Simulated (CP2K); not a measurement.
# BiTe (Fm-3m) in CP2K: further runs

The runs below take BiTe through single point, with RPBE, PBEsol.

Everything below comes from runs of CP2K 2026.2. Logs are shortened: lines on timing, memory, paths and dates and some standing lists are left out, and cuts for length are marked.

### Step 1. The structure

It takes space group Fm-3m (No. 225, cubic). The conventional cell has a = 6.470 Å, b = 6.470 Å, c = 6.470 Å, α = 90.00°, β = 90.00°, γ = 90.00°. Bi (site symmetry m-3m) has 6 Te at 3.24 Å as nearest neighbours. Te (site symmetry m-3m) is surrounded by 6 Bi at 3.24 Å.

### Step 2. Single point, RPBE

Contents of bite_scf.inp:

```
&GLOBAL
  PROJECT bite_scf
  RUN_TYPE ENERGY_FORCE
  PRINT_LEVEL LOW
&END GLOBAL
&FORCE_EVAL
  METHOD QS
  STRESS_TENSOR ANALYTICAL
  &DFT
    BASIS_SET_FILE_NAME BASIS_MOLOPT_UZH
    POTENTIAL_FILE_NAME POTENTIAL_UZH
    &MGRID
      CUTOFF 450
      REL_CUTOFF 60
      NGRIDS 5
    &END MGRID
    &QS
      METHOD GPW
      EPS_DEFAULT 1.0E-10
    &END QS
    &KPOINTS
      SCHEME MONKHORST-PACK 7 7 7
      GAMMA_CENTERED T
      SYMMETRY T
      SYMMETRY_BACKEND SPGLIB
    &END KPOINTS
    &SCF
      SCF_GUESS ATOMIC
      EPS_SCF 1.0E-6
      MAX_SCF 100
      ADDED_MOS 10
      CHOLESKY OFF
      EPS_EIGVAL 1.0E-7
      &DIAGONALIZATION ON
        ALGORITHM STANDARD
      &END DIAGONALIZATION
      &MIXING ON
        METHOD BROYDEN_MIXING
        ALPHA 0.4
        BETA 1.5
        NBUFFER 8
      &END MIXING
      &SMEAR ON
        METHOD GAUSSIAN
        SIGMA [eV] 0.1
      &END SMEAR
    &END SCF
    &XC
      &XC_FUNCTIONAL
        &GGA_X_RPBE
        &END GGA_X_RPBE
        &GGA_C_PBE
        &END GGA_C_PBE
      &END XC_FUNCTIONAL
    &END XC
    &PRINT
      &KPOINTS ON
      &END KPOINTS
      &MULLIKEN ON
      &END MULLIKEN
      &MO ON
        ENERGIES T
        OCCUPATION_NUMBERS T
        &EACH
          QS_SCF 0
        &END EACH
        ADD_LAST NUMERIC
      &END MO
      &E_DENSITY_CUBE ON
        STRIDE 1
      &END E_DENSITY_CUBE
      &V_HARTREE_CUBE ON
        STRIDE 1
      &END V_HARTREE_CUBE
      &ELF_CUBE ON
        STRIDE 1
      &END ELF_CUBE
    &END PRINT
  &END DFT
  &SUBSYS
    &CELL
      A 4.5749808743 0.0000000000 0.0000000000
      B 2.2874904371 3.9620496590 0.0000000000
      C 2.2874904371 1.3206832197 3.7354562417
      PERIODIC XYZ
    &END CELL
    &COORD
      SCALED
      Bi  0.0000000000 0.0000000000 0.0000000000
      Te  0.5000000000 0.5000000000 0.5000000000
    &END COORD
    &KIND Bi
      BASIS_SET TZVP-MOLOPT-PBE-GTH-q5
      POTENTIAL GTH-PBE-q5
    &END KIND
    &KIND Te
      BASIS_SET TZVP-MOLOPT-PBE-GTH-q6
      POTENTIAL GTH-PBE-q6
    &END KIND
    &PRINT
      &ATOMIC_COORDINATES ON
      &END ATOMIC_COORDINATES
      &CELL ON
      &END CELL
    &END PRINT
  &END SUBSYS
  &PRINT
    &FORCES ON
    &END FORCES
    &STRESS_TENSOR ON
    &END STRESS_TENSOR
  &END PRINT
&END FORCE_EVAL
```

Potentials or basis: POTENTIAL_UZH Bi GTH-PBE-q5, Te GTH-PBE-q6; TZVP-MOLOPT-PBE-GTH basis.

Started as:

```bash
$ OMP_NUM_THREADS=1 cp2k.psmp -i bite_scf.inp -o bite_scf.out
```

bite_scf.out:

```text

 CP2K| version string:                                       CP2K version 2026.2
 CP2K| Input file name                                              bite_scf.inp

 GLOBAL| Force Environment number                                              1
 GLOBAL| Basis set file name                                    BASIS_MOLOPT_UZH
 GLOBAL| Potential file name                                       POTENTIAL_UZH
 GLOBAL| MM Potential file name                                     MM_POTENTIAL
 GLOBAL| Coordinate file name                                      __STD_INPUT__
 GLOBAL| Method name                                                        CP2K
 GLOBAL| Project name                                                   bite_scf
 GLOBAL| Run type                                                   ENERGY_FORCE
 GLOBAL| FFT library                                                       FFTW3
[... 8 lines left out ...]
 GLOBAL| CPU model name                                                  UNKNOWN

 CELL| Volume [angstrom^3]:                                            67.710006
 CELL| Vector a [angstrom]:       4.575     0.000     0.000   |a| =     4.574981
 CELL| Vector b [angstrom]:       2.287     3.962     0.000   |b| =     4.574981
 CELL| Vector c [angstrom]:       2.287     1.321     3.735   |c| =     4.574981
 CELL| Angle (b,c), alpha [degree]:                                    60.000000
 CELL| Angle (a,c), beta  [degree]:                                    60.000000
 CELL| Angle (a,b), gamma [degree]:                                    60.000000
 CELL| Numerically orthorhombic:                                              NO
 CELL| Periodicity                                                           XYZ

 CELL_REF| Volume [angstrom^3]:                                        67.710006
 CELL_REF| Vector a [angstrom     4.575     0.000     0.000   |a| =     4.574981
 CELL_REF| Vector b [angstrom     2.287     3.962     0.000   |b| =     4.574981
 CELL_REF| Vector c [angstrom     2.287     1.321     3.735   |c| =     4.574981
 CELL_REF| Angle (b,c), alpha [degree]:                                60.000000
 CELL_REF| Angle (a,c), beta  [degree]:                                60.000000
 CELL_REF| Angle (a,b), gamma [degree]:                                60.000000
 CELL_REF| Numerically orthorhombic:                                          NO
 CELL_REF| Periodicity                                                       XYZ
[... 9 lines left out ...]
 TOTAL NUMBERS AND MAXIMUM NUMBERS

  Total number of            - Atomic kinds:                                   2
                             - Atoms:                                          2
                             - Shell sets:                                     2
                             - Shells:                                        14
                             - Primitive Cartesian functions:                  9
                             - Cartesian basis functions:                     36
                             - Spherical basis functions:                     34

  Maximum angular momentum of- Orbital basis functions:                        2
                             - Local part of the GTH pseudopotential:          0
                             - Non-local part of the GTH pseudopotential:      4

 MODULE QUICKSTEP: ATOMIC COORDINATES IN ANGSTROM

   Atom Kind Element         X             Y             Z       Z(eff)     Mass
      1    1 Bi   83      0.000000      0.000000      0.000000   5.0000 208.9804
      2    2 Te   52      4.574981      2.641366      1.867728   6.0000 127.6000

 SCF PARAMETERS         Density guess:                                    ATOMIC
                        --------------------------------------------------------
                        max_scf:                                             100
[... 7 lines left out ...]
                        --------------------------------------------------------
                        level_shift [a.u.]:                             0.000000
                        added MOs                                        10    0
                        --------------------------------------------------------
                        Mixing method:                            BROYDEN_MIXING
                                                charge density mixing in g-space
                        --------------------------------------------------------
                        Smear method:                                   GAUSSIAN
                        Smearing width (sigma) [a.u.]:                  3.67E-03
                        Accuracy threshold:                             1.00E-10
                        --------------------------------------------------------
                        No outer SCF

 *******************************************************************************
                                    Kpoints
 *******************************************************************************
 BRILLOUIN| K-point scheme                                        Monkhorst-Pack
 BRILLOUIN| K-Point grid                                             7    7    7
 BRILLOUIN| Gamma-centered k-point mesh                                     ON
 BRILLOUIN| K-point symmetry accuracy                               0.100000E-05
 BRILLOUIN| K-Point point group symmetrization                                ON
 BRILLOUIN| Symmetry backend                                             SPGLIB
 BRILLOUIN| Symmetry reduction method                                    SPGLIB
 BRILLOUIN| Wavefunction type                                            COMPLEX
 BRILLOUIN| List of Kpoints [2 Pi/Bohr]                                       20
 BRILLOUIN| Number           Weight            X              Y              Z
 BRILLOUIN|     1           0.02332       -0.42857       -0.42857       -0.42857
 BRILLOUIN|     2           0.06997       -0.42857       -0.42857       -0.28571
 BRILLOUIN|     3           0.06997       -0.42857       -0.42857       -0.14286
 BRILLOUIN|     4           0.01749       -0.42857       -0.42857        0.00000
 BRILLOUIN|     5           0.03499       -0.42857       -0.42857        0.14286
 BRILLOUIN|     6           0.06997       -0.42857       -0.42857        0.28571
[... 12 lines left out ...]
 BRILLOUIN|    19           0.01749       -0.14286       -0.14286        0.00000
 BRILLOUIN|    20           0.00292        0.00000        0.00000        0.00000
 *******************************************************************************

 Extrapolation method: initial_guess

 Number of electrons:                                                         11
 Number of occupied orbitals:                                                  6
 Number of molecular orbitals:                                                16

 Number of orbital functions:                                                 34
 Number of independent orbital functions:                                     34

 SCF WAVEFUNCTION OPTIMIZATION

  Step     Update method      Time    Convergence         Total energy    Change
  ------------------------------------------------------------------------------
     1 NoMix/Diag. 0.40E+00    0.9     0.55171511       -13.7369059803 -1.37E+01
     2 Broy./Diag. 0.40E+00    1.0     0.01724274       -13.7051633865  3.17E-02
     3 Broy./Diag. 0.40E+00    1.0     0.04813395       -13.6710982746  3.41E-02
     4 Broy./Diag. 0.40E+00    1.0     0.00461402       -13.6824764800 -1.14E-02
     5 Broy./Diag. 0.40E+00    1.0     0.00150335       -13.6691358634  1.33E-02
     6 Broy./Diag. 0.40E+00    1.0     0.00104446       -13.6648999899  4.24E-03
     7 Broy./Diag. 0.40E+00    1.0     0.00017688       -13.6635480257  1.35E-03
     8 Broy./Diag. 0.40E+00    1.0     0.00007036       -13.6634155070  1.33E-04
     9 Broy./Diag. 0.40E+00    1.0     0.00000456       -13.6634008503  1.47E-05
    10 Broy./Diag. 0.40E+00    1.0     0.00000441       -13.6634169259 -1.61E-05
    11 Broy./Diag. 0.40E+00    1.0     0.00000053       -13.6634198116 -2.89E-06

  *** SCF run converged in    11 steps ***

  Electronic density on regular grids:        -11.0000000000       -0.0000000000
  Core density on regular grids:               10.9999999963       -0.0000000037
  Total charge density on r-space grids:       -0.0000000037
  Total charge density g-space grids:          -0.0000000037

  Overlap energy of the core charge distribution:               0.00000000001263
  Self energy of the core charge distribution:                -29.08486315376047
  Core Hamiltonian energy:                                      5.80914661208436
  Hartree energy:                                              12.76619982002320
  Exchange-correlation energy:                                 -3.15336556071977
  Smearing free energy correction:                             -0.00053752905013
  Fermi energy:                                                 0.18569177993973

  Total energy:                                               -13.66341981160896
  Total energy (extrapolated to sigma->0):                    -13.66315104708389

 MO| EIGENVALUES AND OCCUPATION NUMBERS FOR K POINT 1
 MO|
 MO|  Index      Eigenvalue [a.u.]        Eigenvalue [eV]             Occupation
 MO|      1              -0.257387              -7.003853               2.000000
 MO|      2              -0.213853              -5.819229               2.000000
 MO|      3               0.107653               2.929375               2.000000
 MO|      4               0.107653               2.929380               2.000000
 MO|      5               0.123694               3.365873               2.000000
 MO|      6               0.160814               4.375962               2.000000
[... 8 lines left out ...]
 MO|     15               0.728334              19.818986               0.000000
 MO|     16               0.728335              19.818990               0.000000
 MO| Sum:                                                              16.000000
 MO| E(Fermi):            0.185692 a.u.          5.052930 eV
 MO| Band gap:            0.005157 a.u.          0.140335 eV

 MO| EIGENVALUES AND OCCUPATION NUMBERS FOR K POINT 2
 MO|
 MO|  Index      Eigenvalue [a.u.]        Eigenvalue [eV]             Occupation
 MO|      1              -0.264749              -7.204190               2.000000
 MO|      2              -0.198013              -5.388211               2.000000
 MO|      3               0.071721               1.951638               2.000000
 MO|      4               0.075501               2.054474               2.000000
 MO|      5               0.082387               2.241854               2.000000
 MO|      6               0.207214               5.638586               0.000000
[... 8 lines left out ...]
 MO|     15               0.667531              18.164441               0.000000
 MO|     16               0.773025              21.035092               0.000000
 MO| Sum:                                                              10.000000
 MO| E(Fermi):            0.185692 a.u.          5.052930 eV
[... 247 lines left out ...]
 MO|      2              -0.168924              -4.596654               2.000000
 MO|      3               0.098077               2.668801               2.000000
 MO|      4               0.098077               2.668806               2.000000
 MO|      5               0.109525               2.980316               2.000000
 MO|      6               0.194295               5.287038               0.000930
[... 8 lines left out ...]
 MO|     15               0.750764              20.429340               0.000000
 MO|     16               0.773239              21.040900               0.000000
 MO| Sum:                                                              10.000937
 MO| E(Fermi):            0.185692 a.u.          5.052930 eV

 [... the levels of further k-points ...]

 The electron density is written in Cube    file format to the file:

 bite_scf-ELECTRON_DENSITY-1_0.cube

 !-----------------------------------------------------------------------------!
                     Mulliken Population Analysis

 #  Atom  Element  Kind  Atomic population                           Net charge
       1     Bi       1          4.689578                              0.310422
       2     Te       2          6.310422                             -0.310422
 # Total charge                             11.000000                  0.000000

 !-----------------------------------------------------------------------------!

               ----- ELF is computed on the real space grid -----

 ELF is written in Cube    file format to the file:

 bite_scf-ELF_S1-1_0.cube

 ENERGY| Total FORCE_EVAL ( QS ) energy [hartree]            -13.663424146828097

 FORCES| Atomic forces [hartree/bohr]
 FORCES|   Atom     x               y               z               |f|
 FORCES|      1  2.96781338E-15  1.07430191E-15  1.67010402E-15   3.57089461E-15
 FORCES|      2 -3.63062792E-14 -2.53309247E-14 -1.85507333E-14   4.79992850E-14
 FORCES| Sum    -3.33384658E-14 -2.42566228E-14 -1.68806293E-14
 FORCES| Total atomic force                                       4.45510123E-14

 STRESS| Analytical stress tensor [bar]
 STRESS|                        x                   y                   z
 STRESS|      x        2.01698236048E+04  -5.61036914547E-02   7.85942950664E-02
 STRESS|      y       -5.61036914547E-02   2.01696264173E+04  -5.42071719478E-02
 STRESS|      z        7.85942950664E-02  -5.42071719478E-02   2.01697401669E+04
 STRESS| 1/3 Trace                                             2.01697300630E+04
 STRESS| Determinant                                           8.20540946243E+12

 STRESS| Eigenvectors and eigenvalues of the analytical stress tensor [bar]
 STRESS|                        1                   2                   3
 STRESS| Eigenvalues   2.01696015887E+04   2.01696959072E+04   2.01698926931E+04
 STRESS|      x           0.135253974110     -0.569229105131      0.810977551082
 STRESS|      y           0.946351132789     -0.168216563247     -0.275903463765
 STRESS|      z           0.293472138295      0.804786564078      0.515938649767
```

Wall time 16 s (1 thread of Arm Neoverse V2, shared host); peak memory 0.3 GiB.

Results:

```yaml
Free_energy: -371.8007 eV
Pressure: 2.0 GPa
Band_gap_on_the_k_mesh: none (metal or under the smearing width)
Mulliken_charges: Bi +0.31; Te -0.31 e
```

Caveat: Mulliken charges move with the basis; the potentials were made for another functional, which shifts forces and pressure; spin-orbit coupling is left out, which moves the levels of the heavy elements; the basis of atomic orbitals isn't converged, which shifts pressures, moduli and gaps.

(Part 1 of 2 ends here.)
